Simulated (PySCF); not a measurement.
# [Ce(SH)2]+: other functionals and bases at one geometry

One table from this session's results is given with a row withheld; the runs are named, their logs left out.

Method: several levels, as the steps say, no spin–orbit coupling; program: PySCF 2.14.0.

1 further run of the same task is left out (for a known fault of the program).

**Starting geometry**

5 atoms, charge 1, spin multiplicity 1.

Bond lengths: Ce1–S2 2.589 Å, Ce1–S4 2.589 Å, S2–H3 1.358 Å, S4–H5 1.358 Å. Angles: S2–Ce1–S4 100.3°, Ce1–S2–H3 97.1°, Ce1–S4–H5 97.1°.

Coordinates:

```xyz
5

Ce    0.0000    0.0000   -0.8021
S     1.9840   -0.1304    0.8565
H     2.9732   -0.2012   -0.0706
S    -1.9840    0.1304    0.8565
H    -2.9732    0.2012   -0.0706
```

Formal oxidation states: Ce +3. Each metal's 1 4f electrons lie in its core potential, so multiplicities, spins and levels count the valence alone. An earlier session relaxed this geometry at PBE0, Ce lcecp-1-SVP with ECP47, S def2-SVP, H def2-SVP (singlet, point group C2v).

At PBE0 on the finer grid: E = -829.137298 Eh, HOMO -11.91 eV, LUMO -7.10 eV, Mulliken charge on Ce1 +1.17 e, largest force component 0.005 eV/Å. 

Levels to run: TPSSh; r2SCAN; PBE0, TZVP. Hardware: 2 threads of Arm Neoverse V1, shared host.

Set-up of the first run:

The input, run.py (the lines that set the calculation):

```python
mol = gto.M(atom='''
Ce     0.00000     0.00000    -0.80207
S      1.98397    -0.13038     0.85651
H      2.97320    -0.20120    -0.07061
S     -1.98397     0.13038     0.85651
H     -2.97320     0.20120    -0.07061''',
    basis={'Ce': 'lcecp-1-SVP', 'S': 'def2-SVP', 'H': 'def2-SVP'},
    ecp={'Ce': 'lcecp-1-SVP'},
    charge=1, spin=0)
mf = dft.RKS(mol, xc='TPSSH')
mf.grids.atom_grid = (75, 302)  # f atoms: unpruned, at least (60, 302)
mf = mf.density_fit()  # fitting sets: Ce AutoAux, S def2-universal-JKFIT, H def2-universal-JKFIT
mf.conv_tol = 1e-08; mf.max_cycle = 55
mf.kernel(dm0)  # dm0: the density of the relaxed state
```

Started as:

```
OMP_NUM_THREADS=2 python run.py
```

Steps of the session up to this table: TPSSh; r2SCAN; PBE0, TZVP.

One table of the session follows, with a row left open; its other results are not shown here.

| level | HOMO (eV) | gap (eV) | charge on Ce1 (e) | dipole (D) | largest force component (eV/Å) |
| --- | --- | --- | --- | --- | --- |
| PBE0 (relaxed here) | -11.91 | 4.81 | 1.17 | 8.00 | 0.00 |
| TPSSh | ? | ? | ? | ? | ? |
| r2SCAN | -11.06 | 3.58 | 1.17 | 7.91 | 0.21 |
| PBE0, TZVP | -11.85 | 4.84 | 1.43 | 7.65 | 0.20 |

Estimate the missing values for TPSSh.

As computed: HOMO (eV): -11.32; gap (eV): 3.97; charge on Ce1 (e): 1.19; dipole (D): 7.94; largest force component (eV/Å): 0.29. In the column «HOMO (eV)» it lies between PBE0, TZVP (-11.85) and r2SCAN (-11.06).

The dipole of a charged species depends on the origin, so these sizes hold for this origin alone.

In one basis the HOMO–LUMO gap runs from 3.58 eV (r2SCAN) to 4.81 eV (PBE0). The largest leftover force, 0.29 eV/Å with TPSSh, stands at a geometry relaxed at another level. With 4f in the core, its levels are missing from HOMO and gap, and its count is fixed, so no charge can pass from the ligands into it. Total energies of different levels can't be compared.
